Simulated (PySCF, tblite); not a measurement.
# C16H20BN3: excited states

What do calculations give for the excited states of C16H20BN3 (`CB(C)c1ccc(/N=N/c2ccc(N(C)C)cc2)cc1`)?

Programs: tblite 0.8.0 and PySCF 2.14.0, with routines of our own; each step states its level. All values are computed. Atoms count from 0.

## (1) The system as given

40 atoms, charge 0, multiplicity 1; geometry from: force field or distance geometry start.

## (2) Geometry optimisation with GFN2-xTB

The job: settings as JSON, then the geometry in Å.

```
{"job": {"kind": "relax", "xc": "GFN2-xTB", "basis": "xTB"}, "charge": 0, "multiplicity": 1}
C     -6.637700     1.609000    -0.322600
B     -6.042300     0.142800    -0.160000
C     -6.831800    -1.140800    -0.678200
C     -4.486000    -0.002500    -0.067800
C     -3.871100    -1.137700     0.457500
C     -2.490500    -1.257900     0.523600
C     -1.736200    -0.189500     0.062500
N     -0.311200    -0.163200     0.082600
N      0.423100    -0.788900     0.898600
C      1.827100    -0.584500     0.684800
C      2.670600    -1.628000     0.351300
C      4.005100    -1.335900     0.167000
C      4.516200    -0.049600     0.302400
N      5.906800     0.209900     0.088400
C      6.495500     1.530800     0.210300
C      6.822500    -0.878900    -0.246600
C      3.620900     0.947800     0.625600
C      2.274700     0.703900     0.821400
C     -2.357200     0.952000    -0.444100
C     -3.728200     1.046600    -0.508800
H     -6.858800     1.837000    -1.379900
H     -7.571700     1.651000     0.293900
H     -5.927400     2.360400     0.084300
H     -7.571600    -0.807400    -1.452800
H     -6.131800    -1.853400    -1.138600
H     -7.398300    -1.578100     0.169500
H     -4.527800    -1.923600     0.791100
H     -2.008700    -2.148000     0.933300
H      2.323800    -2.643200     0.240600
H      4.650900    -2.184100    -0.086300
H      6.893500     1.591800     1.266500
H      5.831700     2.367000     0.058400
H      7.342100     1.657400    -0.517200
H      7.786000    -0.469200    -0.650200
H      7.054800    -1.388300     0.711000
H      6.407800    -1.599900    -0.955000
H      3.951500     1.968300     0.732300
H      1.584200     1.506100     1.077300
H     -1.729700     1.761700    -0.801700
H     -4.187700     1.948700    -0.916700
```

Started as:

```console
$ OMP_NUM_THREADS=2 python excited_run.py task.json out
```

One launch serves the whole session: the jobs run in the order shown.

What it wrote:

```text
step      E/eV     max force
  0   -1478.82887    2.493
  1   -1479.21195    0.988
  2   -1479.36661    0.680
  3   -1479.47939    0.475
  4   -1479.51637    0.462
  5   -1479.55308    0.468
  6   -1479.58031    0.425
  7   -1479.60608    0.319
  8   -1479.63206    0.297
  9   -1479.65719    0.239
 10   -1479.67556    0.239
 11   -1479.69240    0.293
 12   -1479.70718    0.308
 13   -1479.72192    0.321
 14   -1479.73173    0.492
 15   -1479.74360    0.217
 16   -1479.75773    0.236
 17   -1479.77459    0.258
 18   -1479.78763    0.191
 19   -1479.79571    0.431
 20   -1479.80312    0.535
 21   -1479.81140    0.203
 22   -1479.82047    0.220
 23   -1479.82450    0.179
 24   -1479.82845    0.114
 25   -1479.83231    0.106
 26   -1479.83652    0.147
 27   -1479.84036    0.219
 28   -1479.84377    0.149
 29   -1479.84672    0.182
 30   -1479.84923    0.101
 31   -1479.85158    0.109
 32   -1479.85392    0.118
 33   -1479.85580    0.086
 34   -1479.85720    0.053
 35   -1479.85818    0.055
 36   -1479.85902    0.058
 37   -1479.86000    0.057
 38   -1479.86116    0.072
 39   -1479.86236    0.068
 40   -1479.86356    0.077
 41   -1479.86494    0.083
 42   -1479.86675    0.074
 43   -1479.86892    0.081
 44   -1479.87104    0.087
 45   -1479.87283    0.092
 46   -1479.87445    0.072
 47   -1479.87607    0.068
 48   -1479.87775    0.069
 49   -1479.87962    0.078
 50   -1479.88178    0.077
 51   -1479.88419    0.078
 52   -1479.88664    0.087
 53   -1479.88911    0.093
 54   -1479.89201    0.097
 55   -1479.89574    0.117
 56   -1479.90011    0.118
 57   -1479.90429    0.165
 58   -1479.90446    0.253
 59   -1479.91075    0.150
 60   -1479.91389    0.142
 61   -1479.91956    0.124
 62   -1479.92303    0.090
 63   -1479.92624    0.147
 64   -1479.92930    0.112
 65   -1479.93243    0.101
 66   -1479.93645    0.095
 67   -1479.93862    0.090
 68   -1479.94050    0.089
 69   -1479.94273    0.091
 70   -1479.94510    0.094
 71   -1479.94703    0.080
 72   -1479.94856    0.091
 73   -1479.95020    0.067
 74   -1479.95190    0.055
 75   -1479.95298    0.054
 76   -1479.95390    0.047
 77   -1479.95461    0.042
 78   -1479.95532    0.050
 79   -1479.95605    0.052
 80   -1479.95675    0.048
 81   -1479.95738    0.037
 82   -1479.95796    0.054
 83   -1479.95856    0.056
 84   -1479.95926    0.057
 85   -1479.95997    0.055
 86   -1479.96064    0.039
 87   -1479.96126    0.046
 88   -1479.96178    0.058
 89   -1479.96222    0.052
 90   -1479.96265    0.039
 91   -1479.96317    0.044
 92   -1479.96375    0.042
 93   -1479.96435    0.053
 94   -1479.96490    0.046
 95   -1479.96550    0.051
 96   -1479.96606    0.051
 97   -1479.96659    0.037
 98   -1479.96711    0.038
 99   -1479.96762    0.038
100   -1479.96825    0.052
101   -1479.96906    0.057
102   -1479.96994    0.049
103   -1479.97074    0.048
104   -1479.97138    0.044
105   -1479.97193    0.045
106   -1479.97241    0.035
107   -1479.97277    0.044
108   -1479.97303    0.045
109   -1479.97331    0.030
110   -1479.97367    0.024
111   -1479.97383    0.026
112   -1479.97402    0.023
113   -1479.97414    0.024
114   -1479.97430    0.023
115   -1479.97445    0.020
116   -1479.97460    0.019
117   -1479.97474    0.019
118   -1479.97492    0.022
119   -1479.97514    0.025
120   -1479.97537    0.022
121   -1479.97558    0.028
122   -1479.97577    0.030
123   -1479.97595    0.027
124   -1479.97612    0.022
125   -1479.97628    0.023
126   -1479.97646    0.028
127   -1479.97669    0.031
128   -1479.97694    0.032
129   -1479.97720    0.027
130   -1479.97746    0.033
131   -1479.97772    0.036
132   -1479.97800    0.029
133   -1479.97826    0.032
134   -1479.97850    0.027
135   -1479.97873    0.031
136   -1479.97897    0.030
137   -1479.97918    0.023
138   -1479.97933    0.020
139   -1479.97947    0.022
140   -1479.97964    0.024
141   -1479.97986    0.024
142   -1479.98013    0.036
143   -1479.98039    0.046
144   -1479.98064    0.046
145   -1479.98090    0.036
146   -1479.98115    0.026
147   -1479.98139    0.026
148   -1479.98162    0.029
149   -1479.98184    0.030
150   -1479.98204    0.023
151   -1479.98222    0.019
152   -1479.98237    0.025
153   -1479.98252    0.028
154   -1479.98270    0.024
155   -1479.98286    0.028
156   -1479.98298    0.026
157   -1479.98313    0.025
158   -1479.98326    0.022
159   -1479.98337    0.018
160   -1479.98346    0.017
161   -1479.98353    0.015
162   -1479.98361    0.016
163   -1479.98370    0.015
164   -1479.98379    0.018
165   -1479.98387    0.018
166   -1479.98394    0.014
167   -1479.98400    0.011
168   -1479.98404    0.011
169   -1479.98407    0.009
```

Wall time 2.9 s (2 threads of Arm Neoverse V1, shared host); peak memory 0.18 GiB.

The steps of the relaxation: (not every step is listed)

| step | energy from step 0 (eV) | largest force (eV/Å) |
| --- | --- | --- |
| 0 | 0.0000 | 2.4925 |
| 1 | -0.3831 | 0.9879 |
| 2 | -0.5377 | 0.6804 |
| 3 | -0.6505 | 0.4747 |
| 4 | -0.6875 | 0.4621 |
| 5 | -0.7242 | 0.4680 |
| 6 | -0.7514 | 0.4252 |
| 7 | -0.7772 | 0.3187 |
| 8 | -0.8032 | 0.2969 |
| 23 | -0.9956 | 0.1791 |
| 38 | -1.0323 | 0.0723 |
| 53 | -1.0602 | 0.0930 |
| 68 | -1.1116 | 0.0893 |
| 83 | -1.1297 | 0.0556 |
| 98 | -1.1382 | 0.0376 |
| 113 | -1.1453 | 0.0244 |
| 128 | -1.1481 | 0.0323 |
| 143 | -1.1515 | 0.0460 |
| 158 | -1.1544 | 0.0217 |
| 164 | -1.1549 | 0.0176 |
| 165 | -1.1550 | 0.0177 |
| 166 | -1.1551 | 0.0140 |
| 167 | -1.1551 | 0.0114 |
| 168 | -1.1552 | 0.0114 |
| 169 | -1.1552 | 0.0088 |

Distances of close pairs at the start and the end, largest changes first:

| bond | before (Å) | after (Å) | change (Å) |
| --- | --- | --- | --- |
| N8–C9 | 1.435 | 1.368 | -0.066 |
| C12–N13 | 1.431 | 1.364 | -0.066 |
| C6–N7 | 1.425 | 1.372 | -0.053 |
| C3–C19 | 1.367 | 1.404 | +0.037 |
| C14–H32 | 1.123 | 1.087 | -0.036 |
| C14–H30 | 1.130 | 1.094 | -0.036 |
| C15–H33 | 1.122 | 1.087 | -0.035 |
| C9–C17 | 1.371 | 1.405 | +0.034 |

The final coordinates are the input of the step that follows.

## (3) Harmonic vibrations with GFN2-xTB

The job: settings as JSON, then the geometry in Å.

```
{"job": {"kind": "ir", "xc": "GFN2-xTB", "basis": "xTB"}, "charge": 0, "multiplicity": 1}
C     -6.960321     1.263664    -0.226201
B     -6.033300    -0.016743    -0.190095
C     -6.707758    -1.446276    -0.226921
C     -4.482811     0.127076    -0.133957
C     -3.657202    -0.932025     0.273791
C     -2.287006    -0.823673     0.301936
C     -1.665305     0.368120    -0.097377
N     -0.309474     0.568947    -0.036776
N      0.437151    -0.457891    -0.158230
C      1.785071    -0.276533    -0.007103
C      2.593451    -1.406639    -0.188478
C      3.957903    -1.329409    -0.069135
C      4.594107    -0.110895     0.235130
N      5.951604    -0.029115     0.345762
C      6.595044     1.241008     0.575159
C      6.771634    -1.203339     0.177649
C      3.775533     1.020971     0.423173
C      2.412518     0.940033     0.308354
C     -2.469503     1.448407    -0.482194
C     -3.838590     1.319619    -0.500396
H     -7.049290     1.604035    -1.259120
H     -7.972634     1.065903     0.120105
H     -6.568240     2.103034     0.343891
H     -7.685013    -1.439415    -0.705371
H     -6.101743    -2.206890    -0.714099
H     -6.871277    -1.785437     0.797293
H     -4.113274    -1.861521     0.583997
H     -1.662964    -1.642499     0.630267
H      2.116731    -2.345236    -0.426625
H      4.539606    -2.223552    -0.220574
H      6.317160     1.656618     1.548524
H      6.327947     1.963791    -0.201152
H      7.674315     1.110789     0.558116
H      7.813878    -0.949473     0.354141
H      6.489085    -1.982682     0.890923
H      6.685277    -1.608848    -0.835783
H      4.216005     1.974089     0.667128
H      1.793480     1.812652     0.453822
H     -1.990619     2.368223    -0.784355
H     -4.437839     2.160808    -0.817513
```

What it wrote:

```text
mode    cm-1     km/mol
  1     -14.4      0.10
  2      14.2      1.15
  3      24.7      0.96
  4      32.9      1.16
  5      44.7      1.88
  6      55.7      1.66
  7      73.6      2.42
  8      85.5      0.19
  9     102.4      0.90
 10     117.0      0.29
 11     133.3      3.61
 12     149.4      3.84
 13     161.0      1.19
 14     184.1      0.13
 15     207.9      0.24
 16     218.5     13.14
 17     253.5      2.89
 18     277.0      2.27
 19     295.7      0.84
 20     340.8     12.08
 21     357.9     11.87
 22     367.2      0.08
 23     387.6      0.80
 24     393.6      1.42
 25     405.5      1.94
 26     444.1      0.97
 27     468.6      3.20
 28     478.2      3.33
 29     501.3      8.45
 30     524.7      1.83
 31     552.6     23.16
 32     597.9      0.07
 33     609.8      0.54
 34     654.6     17.41
 35     674.2      4.27
 36     687.2      2.06
 37     708.2     31.33
 38     741.4      1.21
 39     793.2     13.16
 40     804.3     67.49
 41     832.5     12.83
 42     834.9      0.67
 43     858.5      0.92
 44     864.3     75.10
 45     868.2     14.22
 46     868.7     51.32
 47     904.3     11.25
 48     905.0     10.59
 49     914.9      0.02
 50     917.3      1.01
 51     924.7      8.14
 52     981.6      1.34
 53    1000.3     27.40
 54    1010.4      0.03
 55    1041.8      9.31
 56    1060.9     82.90
 57    1083.3      1.85
 58    1107.4      0.66
 59    1116.7     51.24
 60    1138.9      0.09
 61    1148.9     82.28
 62    1162.2    132.37
 63    1173.5    117.69
 64    1188.9    172.86
 65    1231.1    361.16
 66    1247.3    395.13
 67    1269.6      2.44
 68    1273.5     19.49
 69    1287.5     26.71
 70    1298.7      5.53
 71    1314.2      1.73
 72    1343.9     49.83
 73    1373.9    671.48
 74    1381.7     32.19
 75    1387.4     12.65
 76    1399.7     11.86
 77    1411.9      2.79
 78    1432.4     30.67
 79    1435.3      8.81
 80    1455.8     27.16
 81    1469.5    110.83
 82    1471.0      0.93
 83    1480.0     11.03
 84    1488.4      0.59
 85    1491.2      0.68
 86    1495.5      1.09
 87    1503.4     12.43
 88    1503.6    112.38
 89    1508.0      0.64
 90    1512.9    309.72
 91    1523.7      7.98
 92    1530.4     37.71
 93    1582.2     35.14
 94    1605.3    707.75
 95    2930.7     36.16
 96    2935.8     34.32
 97    2959.4     45.67
 98    2960.2     54.61
 99    2987.7      0.31
100    2990.6     53.49
101    3023.9     10.67
102    3028.6     99.95
103    3032.6     38.87
104    3032.9     41.35
105    3037.9      2.19
106    3045.2     66.22
107    3069.1     24.92
108    3074.1     17.44
109    3084.3     48.94
110    3086.8     42.45
111    3093.8      2.91
112    3094.7     13.73
113    3107.8     51.25
114    3115.0     44.07
```

It took 3.7 s on 2 threads of Arm Neoverse V1, shared host; peak memory 0.18 GiB.

Which atoms move in the most intense modes:

| cm⁻¹ | km/mol | atoms |
| --- | --- | --- |
| 1162 | 132.4 | H28 22 %, H37 12 % |
| 1174 | 117.7 | H27 13 %, H38 12 % |
| 1189 | 172.9 | H36 12 %, H29 12 %, H28 11 %, H37 10 % |
| 1231 | 361.2 | B1 25 %, C3 18 %, H39 16 %, H26 13 % |
| 1247 | 395.1 | C6 16 %, C3 12 %, B1 11 %, H29 11 % |
| 1374 | 671.5 | N13 25 %, C9 14 %, C12 12 % |
| 1513 | 309.7 | C12 13 %, H34 11 % |
| 1605 | 707.8 | C10 22 %, C16 21 %, C11 20 %, C17 17 % |

## (4) Excited states: TDA CAM-B3LYP/def2-SVP

The job, as its differences from that of step 3:

```diff
@@ -1,2 +1,2 @@
-{"job": {"kind": "ir", "xc": "GFN2-xTB", "basis": "xTB"}, "charge": 0, "multiplicity": 1}
+{"job": {"kind": "states", "xc": "CAM-B3LYP", "basis": "def2-SVP", "tda": true, "soc": true, "nstates": 5, "ntriplets": 6, "nquad": 4}, "charge": 0, "multiplicity": 1}
 C     -6.960321     1.263664    -0.226201
```

Method: TDA CAM-B3LYP/def2-SVP excited states, vertical, gas phase, spin-orbit mean-field couplings.

What it wrote:

```text
coarse grid: 34048 points
cycle   1  E = -809.5141032364  dE =  4.017e+00  |g| = 5.521e-01  |ddm| = 8.144e+00
cycle   2  E = -809.5613189173  dE = -4.722e-02  |g| = 4.563e-01  |ddm| = 1.559e+00
cycle   3  E = -809.6118215668  dE = -5.050e-02  |g| = 1.128e-01  |ddm| = 5.916e-01
cycle   4  E = -809.6146168234  dE = -2.795e-03  |g| = 5.662e-02  |ddm| = 1.928e-01
cycle   5  E = -809.6154097116  dE = -7.929e-04  |g| = 9.001e-03  |ddm| = 7.588e-02
cycle   6  E = -809.6154439690  dE = -3.426e-05  |g| = 6.093e-03  |ddm| = 2.330e-02
cycle   7  E = -809.6154569124  dE = -1.294e-05  |g| = 1.863e-03  |ddm| = 1.115e-02
cycle   8  E = -809.6154592530  dE = -2.341e-06  |g| = 1.234e-03  |ddm| = 5.576e-03
final grid: 330952 points
cycle   9  E = -809.7716880308  dE = -9.413e-05  |g| = 6.003e-03  |ddm| = 6.017e-02
cycle  10  E = -809.7716904579  dE = -2.427e-06  |g| = 5.463e-03  |ddm| = 1.423e-02
cycle  11  E = -809.7716973881  dE = -6.930e-06  |g| = 1.431e-03  |ddm| = 6.536e-03
cycle  12  E = -809.7716978579  dE = -4.698e-07  |g| = 3.300e-04  |ddm| = 1.856e-03
cycle  13  E = -809.7716978847  dE = -2.675e-08  |g| = 1.311e-04  |ddm| = 5.328e-04
cycle  14  E = -809.7716978898  dE = -5.131e-09  |g| = 3.893e-05  |ddm| = 2.071e-04
cycle  15  E = -809.7716978909  dE = -1.068e-09  |g| = 1.834e-05  |ddm| = 9.804e-05
cycle  16  E = -809.7716978913  dE = -4.366e-10  |g| = 8.260e-06  |ddm| = 7.798e-05
converged SCF energy = -809.7716978913

Singlet excitations
state   eV       nm        f     d(h-e)  d(exc)  Lambda  PR(NTO)  |dmu|/D   mu/D   main configurations
  1   2.5523   485.8   0.04971   0.210   3.040   0.621   1.008    0.488    4.842   H-1->L 0.75
  2   3.6025   344.2   1.66851   1.853   4.841   0.674   1.099    5.457   10.782   H->L 0.86
  3   4.6007   269.5   0.01544   1.120   3.981   0.588   1.460    4.004    1.397   H-3->L 0.57, H-2->L 0.20, H->L+3 0.09
  4   4.6988   263.9   0.01434   0.768   3.761   0.478   2.016    2.284    7.613   H->L+2 0.47, H-4->L 0.40
  5   4.9919   248.4   0.05212   0.168   5.129   0.673   1.203                     H-2->L 0.59, H-3->L 0.16, H-1->L 0.10

Triplet excitations (Tamm-Dancoff)
state   eV     d(h-e)  d(exc)  Lambda  PR(NTO)   main configurations
  1   1.7396   0.233   2.957   0.617   1.026   H-1->L 0.65, H->L 0.15
  2   2.1581   0.831   4.024   0.665   1.109   H->L 0.68, H-1->L 0.10
  3   3.4081   0.327   3.545   0.666   1.789   H-2->L 0.49, H->L+1 0.18
  4   3.9453   0.938   3.698   0.598   1.075   H-3->L 0.69, H-2->L 0.14
  5   4.0779   0.142   3.371   0.571   1.017   H->L+2 0.88
  6   4.3285   1.618   3.865   0.472   1.212   H-4->L 0.54, H-4->L+2 0.11, H-4->L+1 0.10
S1 - T1 = 0.8127 eV

Spin-orbit couplings |<S|Hso|T>| (cm-1)
             T1       T2       T3       T4       T5       T6
S0       35.434   11.131    5.331    1.861    0.564    0.566
S1        0.457    3.800    4.974    0.678    0.271    0.867
S2        3.965    0.561    1.126    0.241    0.159    0.349
S3        1.642    0.453    0.482    0.483    0.012    0.047
S4        0.464    0.219    0.023    0.025    0.145    0.058
S5        7.463    1.334    0.686    0.270    0.122    0.493
T1 sublevels (cm-1): 0.000 0.000 0.092   radiative rates (1/s): 0.263 0.0381 24.5
```

Run time: 7.7 min. Hardware: 2 threads of Arm Neoverse V1, shared host; peak memory 3.2 GiB.

Key values:

| quantity | value |
| --- | --- |
| S1 less T1 | 0.81 eV |

## (5) Outcome

| quantity | value |
| --- | --- |
| strongest single infrared mode (GFN2-xTB) | 1605 cm⁻¹, 708 km/mol |
| zero-point energy (GFN2-xTB) | 201.9 kcal/mol |
| S1 less T1 (step 4, TDA CAM-B3LYP/def2-SVP) | 0.81 eV |

The lowest mode is slightly imaginary (14i cm⁻¹), a soft motion within the noise of the Hessian, so the minimum is not strictly shown. The strongest single mode, at 1605 cm⁻¹, has its largest shares on C10, C16, C11 and C17 (the list is cut at 4 atoms). GFN2-xTB is a fitted tight-binding method: band positions and strengths are rough. Its intensities can rank the bands wrongly. In step 4, the number of triplets below S1 is 2, and the largest singlet-triplet spin-orbit coupling is S0–T1, 35.43 cm⁻¹.
